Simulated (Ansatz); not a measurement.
# AlClH6OSi2: the cost of one run

Method: RKS LDA/6-31G, in Ansatz 0.2.0.

### 1 The starting structure

Bond lengths: O1–Si2 1.660 Å, Si2–Si3 2.220 Å, Si2–Al4 2.392 Å, Al4–Cl5 2.139 Å, O1–H6 1.034 Å, Si2–H7 1.443 Å, Si3–H8 1.435 Å, Si3–H9 1.509 Å, Si3–H10 1.491 Å, Al4–H11 1.655 Å. Angles (14 of 16 angles, heavy atoms first): O1–Si2–Si3 108.2°, O1–Si2–Al4 109.0°, Si3–Si2–Al4 108.0°, Si2–Al4–Cl5 121.0°, O1–Si2–H7 111.6°, Si3–Si2–H7 108.9°, Al4–Si2–H7 111.0°, Si2–O1–H6 107.3°, Si2–Si3–H8 112.3°, Si2–Si3–H9 107.5°, Si2–Si3–H10 108.6°, Si2–Al4–H11 116.8°, Cl5–Al4–H11 122.2°, H8–Si3–H9 109.6°.

As a file:

```xyz
11

O    -1.1942    1.5755   -0.5419
Si   -0.7663    0.0409   -0.0764
Si    0.6834   -0.7556   -1.5568
Al    0.3289    0.1468    2.0470
Cl    2.0849    1.3368    2.3212
H    -1.9549    1.8858    0.0862
H    -1.9111   -0.8364   -0.0240
H     0.1398   -0.7952   -2.8840
H     1.8960    0.1421   -1.5337
H     1.1295   -2.1060   -1.1076
H    -0.3707   -0.6917    3.2905
```

### 2 Preparing the start

File input.yaml:

```yaml
crystal:
  periodic: [false, false, false]
  atoms:
    - { symbol: O, position_ang: [-1.1942, 1.5755, -0.5419] }
    - { symbol: Si, position_ang: [-0.7663, 0.0409, -0.0764] }
    - { symbol: Si, position_ang: [0.6834, -0.7556, -1.5568] }
    - { symbol: Al, position_ang: [0.3289, 0.1468, 2.047] }
    - { symbol: Cl, position_ang: [2.0849, 1.3368, 2.3212] }
    - { symbol: H, position_ang: [-1.9549, 1.8858, 0.0862] }
    - { symbol: H, position_ang: [-1.9111, -0.8364, -0.024] }
    - { symbol: H, position_ang: [0.1398, -0.7952, -2.884] }
    - { symbol: H, position_ang: [1.896, 0.1421, -1.5337] }
    - { symbol: H, position_ang: [1.1295, -2.106, -1.1076] }
    - { symbol: H, position_ang: [-0.3707, -0.6917, 3.2905] }
basis:
  gaussian: { orbitals: "6-31G" }
hamiltonian:
  xc: lda
relax:
  f_tol: 0.02
  max_steps: 40
scf:
  lower_state_search: "off"
```

The run is started by

```sh
$ ansatz run input.yaml --threads 1 --pin off --max-ram 2048MiB --backend cpu --events-out ev --progress --plain --runs-dir out
```

**Question.** How long does this run take on 1 thread of Intel Xeon at 2.80GHz (Skylake/Cascade Lake), shared host, and how much memory does it need?

About 86 s, with a peak of 0.17 GiB.
